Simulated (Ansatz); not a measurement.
# Cd, space group R-3m: a single point from an input typed as a dict

Computed with Ansatz's Python interface.

At the Python prompt:
```pycon
>>> import ansatz as az
>>> import numpy as np
>>> inputs = {
...     'crystal': {
...         'lattice': [
...             [1.608029, 0.928396, 2.449287],
...             [-1.608029, 0.928396, 2.449287],
...             [0.0, -1.856792, 2.449287],
...         ],
...         'atoms': [{'symbol': 'Cd', 'position': [0.0, 0.0, 0.0]}],
...     },
...     'kpoints': {'mp_grid': {'grid': [9, 9, 9]}},
...     'hamiltonian': {'xc': 'r2scan'},
...     'scf': {'occupations': {'method': 'gaussian', 'width': 0.1}},
...     'output': {'forces': True, 'stress': True, 'eigenvalues': True},
... }
>>> res = az.Session.from_dict(inputs).plan(threads=1).execute()
DeckWarning: basis.ecutwfc = 500 eV, auto-derived from the records' recommended cutoffs: set by Cd (their level for a meta-GGA)
>>> r = res.report
>>> r['published_state_doubts']
[]
>>> type(res).__name__, type(r).__name__
('RunOutcome', 'dict')
>>> r['n_iterations'], r['closed_by']
(6, 'deck_thresholds')
>>> print(f'free energy      {r["free_energy_ev"]:.5f} eV')
free energy      -8268.15476 eV
>>> print(f'per atom         {r["free_energy_ev"] / len(res.lattice.sites):.5f} eV')
per atom         -8268.15476 eV
>>> print(f'SCF iterations   {r["n_iterations"]}  (converged: {r["converged"]})')
SCF iterations   6  (converged: True)
>>> gap = None if 'band_edges_ev' not in r else r['band_edges_ev'][1] - r['band_edges_ev'][0]
>>> print('gap on the k mesh:', 'withheld (metal, or smearing too wide to tell)' if gap is None else f'{gap:.3f} eV')
gap on the k mesh: withheld (metal, or smearing too wide to tell)
>>> print('lowest empty less highest filled band, by band count:', round(r['gap_by_band_count_ev'], 3), 'eV')
lowest empty less highest filled band, by band count: -1.934 eV
>>> # pressure is a third of the trace
>>> print('pressure by term (GPa)')
pressure by term (GPa)
>>> for term, tensor in r['stress_terms_gpa'].items():
...     if np.any(tensor):
...         print(f'  {term:28s} {np.trace(np.array(tensor)) / 3:12.3f}')
...
  kinetic                          2461.186
  hartree                          3382.380
  ewald                           -7228.609
  local_pseudopotential            3038.403
  nonlocal_pseudopotential        -1490.269
  augmentation                      233.069
  nlcc                              -21.923
  xc                               -374.369
  augmentation_tail                   0.000
  scf_correction                     -0.005
  pulay_correction                    0.107
>>> print(f'  {"total":28s} {np.trace(np.array(r["stress_gpa"])) / 3:12.3f}')
  total                              -0.030
>>> print('band  energy (eV)  occupation, at k =', r['kpoints_frac'][0])
band  energy (eV)  occupation, at k = [0.0, 0.0, 0.0]
>>> for band, (e, occ) in enumerate(zip(r['eigenvalues_ev'][0], r['occupations'][0]), start=1):
...     print(f'{band:4d} {e:12.4f} {occ:9.4f}')
...
   1     -91.6763    2.0000
   2     -51.7945    2.0000
   3     -51.7945    2.0000
   4     -51.7838    2.0000
   5       4.6036    2.0000
   6       4.6036    2.0000
   7       4.8272    2.0000
   8       5.1745    2.0000
   9       5.1745    2.0000
  10       5.2389    2.0000
  11      27.6321    0.0000
  12      28.8442    0.0000
  13      28.8442    0.0000
  14      31.6145    0.0000
>>> terms = r['components']
>>> {name: round(terms[name], 3) for name in ('e_kinetic', 'e_hartree', 'e_xc', 'e_local', 'e_nonlocal')}
{'e_kinetic': 505.526, 'e_hartree': 1389.477, 'e_xc': -168.849, 'e_local': -2952.557, 'e_nonlocal': 32.791}
>>> used = r['setup']
>>> print('cutoffs (eV):', used['ecut_ev'], used['ecutrho_ev'], ' FFT grid:', used['fft_dense'])
cutoffs (eV): 500.0 2000.0  FFT grid: [24, 24, 24]
>>> print('cell volume {:.3f} A^3, {} symmetry operations'.format(used['cell_volume_ang3'], used['n_sym_ops']))
cell volume 21.939 A^3, 12 symmetry operations
```

Reading the output:
- Absolute energies stand on the zero of these potentials, so only differences at equal settings mean something.
- The energy terms are those on the plane-wave grid, with the one-centre PAW part apart; the terms shown are only some of the summands, so they needn't add up to F.
- For a metal this k-point mesh is coarse: on a finer one energies can move by several to tens of meV an atom and pressures by half a GPa or more, differences at one mesh by less.
- A gap by band count of zero or less means overlapping bands, a metal.
- Pressure is positive in compression.
- This isn't the structure that Cd takes at ambient conditions.
- Gaps and levels are Kohn-Sham values on a finite set of k-points, without spin-orbit coupling.
- Warnings are shown shortened and without file and line.
- Wall time of the script: 5.7 s on 1 thread of Arm Neoverse N1, with other jobs on the host, peak memory 0.4 GiB.

(Lines on the test bed's own set-up are left out of the output.)
